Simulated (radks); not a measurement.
# Ni in [Ar] 3d7 4s2 5s1: an all-electron calculation

An exercise on one series of results from a longer session: the logs are not shown, and one member is left open.

Program: radks (a radial shooting solver on a logarithmic mesh, Libxc functionals) version 1. Level of theory: Dirac Kohn-Sham, BLYP, spin-unpolarised, spherical densities, finite nucleus; open shells fill j = l - 1/2 first. These are calculated values, not measurements, unless marked.

## The atom as given

| Quantity | Value |
| --- | --- |
| element | nickel (Z = 28) |
| charge | 0 |
| electrons | 28 |
| configuration | [Ar] 3d7 4s2 5s1 |
| nuclear rms radius | 3.7757 fm |

The first run:

Settings of this run:

```text
Z 28
configuration [Ar] 3d7 4s2 5s1 4p0 4d0 6s0 4f0
relativity Dirac
functional b88,lyp
spin unpolarised
j_filling energy
nucleus finite rms 3.7757 fm
c 137.035999084
```

One table of the session follows, with a row left open; its other results are not shown here.

It belongs to the step «Radial structure». From the orbitals of this run (lengths in bohr):

| level | <r> | outermost maximum (interpolated) | 90 % within | nodes |
| --- | --- | --- | --- | --- |
| 1s1/2 | 0.05409 | 0.0354 | 0.0966 | 0 |
| 2s1/2 | 0.2448 | 0.205 | 0.379 | 1 |
| 2p1/2 | 0.2131 | 0.163 | 0.349 | 0 |
| 2p3/2 | 0.2163 | 0.166 | 0.354 | 0 |
| 3s1/2 | 0.7358 | 0.638 | 1.10 | 2 |
| 3p1/2 | 0.7643 | 0.639 | 1.18 | 1 |
| 3p3/2 | 0.7740 | 0.647 | 1.19 | 1 |
| 3d3/2 | ? | ? | ? | ? |
| 3d5/2 | 0.9299 | 0.620 | 1.60 | 0 |
| 4s1/2 | 2.435 | 2.04 | 3.66 | 3 |
| 4p1/2 | 3.165 | 2.51 | 4.91 | 2 |
| 4p3/2 | 3.207 | 2.55 | 4.97 | 2 |
| 5s1/2 | 7.617 | 6.71 | 11.1 | 4 |
| 4d3/2 | 9.625 | 7.69 | 15.3 | 1 |
| 4d5/2 | 9.643 | 7.70 | 15.3 | 1 |

Estimate the missing values for 3d3/2.

The run gave: <r>: 0.9247; outermost maximum (interpolated): 0.617; 90 % within: 1.59; nodes: 0. In the column «<r>» it lies between 3p3/2 (0.7740) and 3d5/2 (0.9299).
